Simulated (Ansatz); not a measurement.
# CH3BrSZn: one species, many methods

The task here is to estimate one member of a computed series from the others.

Method: functionals in def2-TZVPP, the program's frozen cores in correlated methods; program: Ansatz 0.2.0, Gaussian basis.

Plan: LDA (SPW92), PBE-D4, revPBE-D4, BLYP-D4, r2SCAN-D4, B97M-V, PBE0-D4, B3LYP-D4, r2SCANh-D4, r2SCAN0-D4, HSE06-D4, BHLYP-D4, CAM-B3LYP-D4, LC-ωPBE, ωB97X-V, ωB97M-V, B2PLYP, PBE-QIDH; CCSD(T)/def2-SVP; CCSD(T)/def2-TZVPP; MP2/def2-QZVPP; extrapolation to the limit; RPA on PBE.

### The geometry

All runs share one geometry, relaxed beforehand with PBE0-D4 in a triple-zeta def2 set.

SMILES `C[S][Zn][Br]`, 7 atoms, charge 0, spin multiplicity 1.

Atoms are counted from 1 here; the program's logs count them from 0.

Bond lengths: C1–S2 1.825 Å, C1–H5 1.089 Å, C1–H6 1.089 Å, C1–H7 1.090 Å, S2–Zn3 2.155 Å, Zn3–Br4 2.237 Å. Angles: S2–C1–H5 111.8°, S2–C1–H6 111.8°, S2–C1–H7 105.9°, H5–C1–H6 110.1°, H5–C1–H7 108.5°, H6–C1–H7 108.5°, C1–S2–Zn3 102.1°, S2–Zn3–Br4 179.6°.

Set-up of the first run:

The input, in.yaml:

```yaml
crystal:
  periodic: [false, false, false]
  atoms:
    - {symbol: C, position_ang: [-0.999185, -0.311353, 0.624576]}
    - {symbol: S, position_ang: [0.565901, -1.188078, 0.290712]}
    - {symbol: Zn, position_ang: [1.642154, 0.248394, -0.902091]}
    - {symbol: Br, position_ang: [2.771337, 1.730055, -2.141382]}
    - {symbol: H, position_ang: [-0.836741, 0.603648, 1.191766]}
    - {symbol: H, position_ang: [-1.543322, -0.091564, -0.292458]}
    - {symbol: H, position_ang: [-1.600153, -0.991102, 1.228877]}
basis:
  gaussian: {orbitals: def2-TZVPP}
hamiltonian: {xc: lda}
output: {orbitals: {seedname: orbitals}}
```

Among the steps run: LDA; PBE-D4 (GGA); revPBE-D4 (GGA); BLYP-D4 (GGA); r2SCAN-D4 (meta-GGA); B97M-V (meta-GGA); PBE0-D4 (hybrid); B3LYP-D4 (hybrid); r2SCANh-D4 (hybrid); r2SCAN0-D4 (hybrid); HSE06-D4 (hybrid); BHLYP-D4 (hybrid); CAM-B3LYP-D4 (range-separated); LC-ωPBE (range-separated); ωB97X-V (range-separated); ωB97M-V (range-separated); B2PLYP (double hybrid); PBE-QIDH (double hybrid).

One table of the session follows, with a row left open; its other results are not shown here.

It belongs to the step «Orbital energies across the functionals». 

| functional | HOMO (eV) | gap (eV) |
| --- | --- | --- |
| LDA (SPW92) | ? | ? |
| PBE-D4 | -5.88 | 3.80 |
| revPBE-D4 | -5.82 | 3.86 |
| BLYP-D4 | -5.73 | 3.69 |
| r2SCAN-D4 | -6.13 | 4.32 |
| B97M-V | -6.18 | 4.25 |
| PBE0-D4 | -7.06 | 5.82 |
| B3LYP-D4 | -6.83 | 5.30 |
| r2SCANh-D4 | -6.56 | 5.06 |
| r2SCAN0-D4 | -7.22 | 6.15 |
| HSE06-D4 | -6.66 | 5.06 |
| BHLYP-D4 | -8.09 | 7.63 |
| CAM-B3LYP-D4 | -8.37 | 8.01 |
| LC-ωPBE | -9.74 | 10.61 |
| ωB97X-V | -9.38 | 10.07 |
| ωB97M-V | -9.23 | 9.67 |

Estimate the missing values for LDA (SPW92).

The run gave: HOMO (eV): -6.03; gap (eV): 3.66. In the column «HOMO (eV)» it lies between r2SCAN-D4 (-6.13) and PBE-D4 (-5.88).
